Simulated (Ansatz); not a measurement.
# B₂Ge (quintet): from Hartree-Fock to the top rungs, cc-pVTZ

Aim: climb from Hartree-Fock through coupled cluster and multireference methods for B₂Ge (quintet) at one geometry and basis, and see what each rung misses.

The runs use Ansatz 0.2.0, Gaussian basis; cc-pVTZ, core rule «outside noble gas», up to 16 orbitals frozen.

Plan: UHF; CCSD(T) on ROHF; CCSD(T) on UHF; BCCD(T) on ROHF; CCSDT(Q) on ROHF; CCSDT(Q) on UHF; CASSCF and MRCISD+Q, 10 electrons in 12 orbitals; CASSCF and NEVPT2, 10 electrons in 12 orbitals.

8 further runs of the same task are left out: 2 for a known fault of the program, 6 set aside as unsound or not needed.

### Step 1. The system

The geometry is a PBE0/def2-TZVP stationary point (not a proven minimum) of the parent state, kept for this charge and spin. No spin-orbit coupling is included. The filled d shell of Ge may be among the frozen orbitals whatever the setting's name suggests; the logs give the count.

3 atoms, charge 0, spin multiplicity 5.

Atoms are counted from 1 here; the program's logs count them from 0.

Bond lengths: B1–B2 1.542 Å, B2–Ge3 1.941 Å. Angles: B1–B2–Ge3 180.0°.

Coordinates:

```
atom   x (Å)   y (Å)    z (Å)
  B1  0.0000  0.0000  -1.6747
  B2  0.0000  0.0000  -0.1332
 Ge3  0.0000  0.0000   1.8079
```

### Step 2. UHF

File in.yaml:

```yaml
crystal:
  periodic: [false, false, false]
  atoms:
    - {symbol: B, position_ang: [0.000000, 0.000000, -1.674700]}
    - {symbol: B, position_ang: [0.000000, 0.000000, -0.133200]}
    - {symbol: Ge, position_ang: [0.000000, 0.000000, 1.807900]}
basis:
  gaussian: {orbitals: cc-pVTZ}
magnetization: {spin_polarized: true, initial_magnetization: 4}
hamiltonian: {xc: hf}
output: {orbitals: {seedname: orbitals}}
```

Command:

```bash
$ ansatz run in.yaml --threads 1 --pin off --events-out ev --progress --plain --max-ram 4096MiB --backend cpu
```

Further steps of the session: CCSD(T) on ROHF; CCSD(T) on UHF; BCCD(T) on ROHF; CCSDT(Q) on ROHF; CCSDT(Q) on UHF; CASSCF and MRCISD+Q, 10 electrons in 12 orbitals; CASSCF and NEVPT2, 10 electrons in 12 orbitals.

Before running them: what should the planned runs give, taken together? Wanted: UCCSDT(Q) below the RHF energy; RMP2 from UCCSDT(Q); UMP2 from UCCSDT(Q); RCCSD from UCCSDT(Q); RCCSD(T) from UCCSDT(Q); UCCSD(T) from UCCSDT(Q); RCCSDT(Q) from UCCSDT(Q); NEVPT2 valence from UCCSDT(Q); MRCISD+Q valence from UCCSDT(Q).

**Answer**, as computed:

```
                         quantity                      value
   UCCSDT(Q) below the RHF energy                 -6.3705 eV
              RMP2 from UCCSDT(Q)                +1330.1 meV
              UMP2 from UCCSDT(Q)                +1361.4 meV
             RCCSD from UCCSDT(Q)                 +390.9 meV
          RCCSD(T) from UCCSDT(Q)                  +83.7 meV
          UCCSD(T) from UCCSDT(Q)                  +80.7 meV
         RCCSDT(Q) from UCCSDT(Q)                   +5.4 meV
    NEVPT2 valence from UCCSDT(Q)                 +935.2 meV
  MRCISD+Q valence from UCCSDT(Q)                  +53.5 meV
levels within 1 kcal/mol (43 meV)  RCCSDT, UCCSDT, RCCSDT(Q)
                    T1 diagnostic                      0.031
   effectively unpaired electrons                       4.05
```

In words: RCCSD(T) misses by +83.7 meV, 1.3 % of the correlation energy. One determinant dominates. Of the multireference levels listed MRCISD+Q valence comes nearest in total energy (+53.5 meV), which doesn't show that its space is the better one. These misses are within one basis, not against nature; the frozen cores of restricted and unrestricted runs differ, which can shift their rows.
